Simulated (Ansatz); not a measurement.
**C3H6BN: basis-set convergence**

How large a basis does C3H6BN need? Two functionals are run in growing sets.

Computed with Ansatz 0.2.0, Gaussian basis. Level: one geometry, several basis sets.

Levels to be run: PBE0-D4/def2-SVP; ωB97M-V/def2-SVP; PBE0-D4/def2-QZVPP; ωB97M-V/def2-QZVPP; the functionals' def2-TZVPP values are taken from earlier runs.

### 1 Structure used throughout

The geometry comes from an earlier relaxation with PBE0-D4/def2-TZVP; it is a stationary point, not always the lowest conformer.

11 atoms, charge 0, spin multiplicity 1.

Atoms are counted from 1 here; the program's logs count them from 0.

Bond lengths: B1–C2 1.614 Å, B1–C3 1.614 Å, B1–H6 1.205 Å, B1–H7 1.202 Å, C2–C3 1.655 Å, C2–C4 1.388 Å, C2–H8 1.088 Å, C3–C4 1.388 Å, C3–H9 1.088 Å, C4–N5 1.321 Å, N5–H10 1.004 Å, N5–H11 1.004 Å. Angles: C2–B1–C3 61.7°, C2–B1–H6 116.4°, C2–B1–H7 115.6°, C3–B1–H6 116.4°, C3–B1–H7 115.6°, H6–B1–H7 118.6°, B1–C2–C3 59.1°, B1–C2–C4 101.6°, B1–C2–H8 131.3°, C3–C2–C4 53.4°, C3–C2–H8 130.7°, C4–C2–H8 121.4°, B1–C3–C2 59.1°, B1–C3–C4 101.6°, B1–C3–H9 131.3°, C2–C3–C4 53.4°, C2–C3–H9 130.7°, C4–C3–H9 121.4° and more.

### 2 PBE0-D4 in def2-SVP

Input file in.yaml:

```yaml
crystal:
  periodic: [false, false, false]
  atoms:
    - {symbol: B, position_ang: [-0.068162, 1.134506, 1.264985]}
    - {symbol: C, position_ang: [-0.555908, -0.299167, 0.707705]}
    - {symbol: C, position_ang: [-0.037779, 0.883123, -0.328683]}
    - {symbol: C, position_ang: [0.273250, -0.468454, -0.392966]}
    - {symbol: N, position_ang: [0.677712, -1.393222, -1.245715]}
    - {symbol: H, position_ang: [-0.929216, 1.871285, 1.674833]}
    - {symbol: H, position_ang: [1.003379, 1.142583, 1.809917]}
    - {symbol: H, position_ang: [-1.514245, -0.809654, 0.779994]}
    - {symbol: H, position_ang: [-0.551785, 1.386530, -1.145148]}
    - {symbol: H, position_ang: [1.153773, -1.136709, -2.091760]}
    - {symbol: H, position_ang: [0.614283, -2.367821, -1.012562]}
basis:
  gaussian: {orbitals: def2-SVP}
hamiltonian: {xc: pbe0, dispersion: d4}
output: {orbitals: {seedname: orbitals}}
```

Command:

```bash
> ansatz run in.yaml --threads 2 --pin off --events-out ev --progress --plain --max-ram 4352MiB
```

After this run come: ωB97M-V in def2-SVP; PBE0-D4 in def2-QZVPP; ωB97M-V in def2-QZVPP.

**Question.** What will the summary of the whole plan be? Wanted: PBE0-D4: double and triple zeta above quadruple; ωB97M-V: double and triple zeta above quadruple.

The runs gave:

| quantity | value |
| --- | --- |
| PBE0-D4: double and triple zeta above quadruple | 6.16, 0.30 eV |
| ωB97M-V: double and triple zeta above quadruple | 6.44, 0.28 eV |

**Reading.** For PBE0-D4 the step from double to triple zeta gains 5.86 eV and the next only 0.30 eV. These are total energies; as a rule much of such shifts cancels in differences, which this series doesn't test. The LUMO of ωB97M-V is positive and keeps falling with the basis (2.13 to 1.02 eV): an unbound level that the basis holds in place.
